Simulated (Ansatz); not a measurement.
# Al: the cost of one run

Method: DFT PBEsol+D3(BJ), scalar-relativistic, plane waves, PAW, in Ansatz 0.2.0.

## (1) Starting point

It takes space group Fm-3m (No. 225, cubic). Conventional cell: a = 4.048 Å, b = 4.048 Å, c = 4.048 Å, α = 90.00°, β = 90.00°, γ = 90.00°. Al (site symmetry m-3m) has 12 Al at 2.86 Å in its first shell of neighbours.

Structure file:

```
CELL_PARAMETERS angstrom
0.00000 2.02398 2.02398
2.02398 0.00000 2.02398
2.02398 2.02398 0.00000
ATOMIC_POSITIONS crystal
Al 0.00000 0.00000 0.00000
```

The cell is taken as given, not relaxed at this level.

## (2) Zero of energy

Reference values: F = -524.8636 eV; pressure -5.03 GPa; largest force 0.000 eV/Å; gap on the mesh none (metal). It was computed beforehand with the settings of the runs below.

## (3) The scan: a two-dimensional strain map

The cell is strained by p along both x and y and by q along z, with fractional coordinates fixed.

## (4) p = -0.030, q = -0.030

Input file input.yaml:

```yaml
crystal:
  lattice:
    - [0.0, 1.9632606, 1.9632606]
    - [1.9632606, 0.0, 1.9632606]
    - [1.9632606, 1.9632606, 0.0]
  atoms:
    - { symbol: Al, position: [0.0, 0.0, 0.0] }
basis:
  ecutwfc: 420
kpoints:
  mp_grid: { grid: [20, 20, 20] }
hamiltonian:
  xc: pbesol
  dispersion: d3bj
scf:
  occupations: { method: gaussian, width: 0.15 }
output:
  forces: true
  stress: true
  eigenvalues: true
```

Launch:

```sh
$ ansatz run input.yaml --threads 1 --pin off --max-ram 2560MiB --backend cpu --events-out ev --progress --plain --runs-dir out
```

**Question.** How long does this run take on 1 thread of Arm Neoverse V1, shared host, and how much memory does it need?

About 1.6 s, with a peak of 0.27 GiB.
